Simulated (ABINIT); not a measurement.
Write the native input for ABINIT 10.8.3 (patched build) that does the following.

```
Task                : single point
Functional          : PBE
Potentials or basis : JTH PAW PBE v2.0
Cutoff              : 517 eV
k mesh              : 10 × 10 × 10
Occupations         : fermi-dirac, width 0.05 eV
Spin                : no spin polarisation
Fine-grid cutoff    : 1034.03 eV
```

The structure of TaWC2 lies in POSCAR:

```
TaWC2
1.0
    1.5718551461      0.9075109917      5.1016196719
   -1.5718551461      0.9075109917      5.1016196719
    0.0000000000     -1.8150219835      5.1016196719
W Ta C
1 1 2
Direct
    0.0000000000      0.0000000000      0.0000000000  W
    0.5000000000      0.5000000000      0.5000000000  Ta
    0.2509330000      0.2509330000      0.2509330000  C
    0.7490670000      0.7490670000      0.7490670000  C
```

The cell comes from a database or a generator and needn't be the stable form of this composition.

One way to write it, as run:

run.abi

```
# Pseudopotentials
pp_dirpath "./"
pseudos "W.GGA_PBE-JTH.xml, Ta.GGA_PBE-JTH.xml, C.GGA_PBE-JTH.xml"

# Structure
structure "poscar:POSCAR"
natom 4

# Plane-wave basis
ecut 19.0
pawecutdg 38.0
pawxcdev 0

# k points
kptopt 1
ngkpt 10 10 10
nshiftk 1
shiftk 0.0 0.0 0.0

# Exchange and correlation
ixc 11

# Bands and occupations
nband 22
occopt 3
tsmear 0.05 eV

# SCF cycle
nstep 100
tolvrs 1.0e-9

# Output
iomode 3
prtwf 0
prtden 0
prteig 0
prtebands 0
enunit 2
```

Potentials or basis: JTH PAW PBE v2.0.

Run with:

```console
$ abinit run.abi > log 2>&1
```

Results of the run:

```
Pressure                                              : -2.4 GPa
Largest force                                         : 0.051 eV/Å
Band gap on the k mesh                                : none (metal or under the smearing width)
Valence electrons inside the program's atomic spheres : W 11.74; Ta 10.70; C 2.47
```

Wall time 5 min on 1 thread of Arm Neoverse V2, with other jobs on the host, peak memory 0.27 GiB.
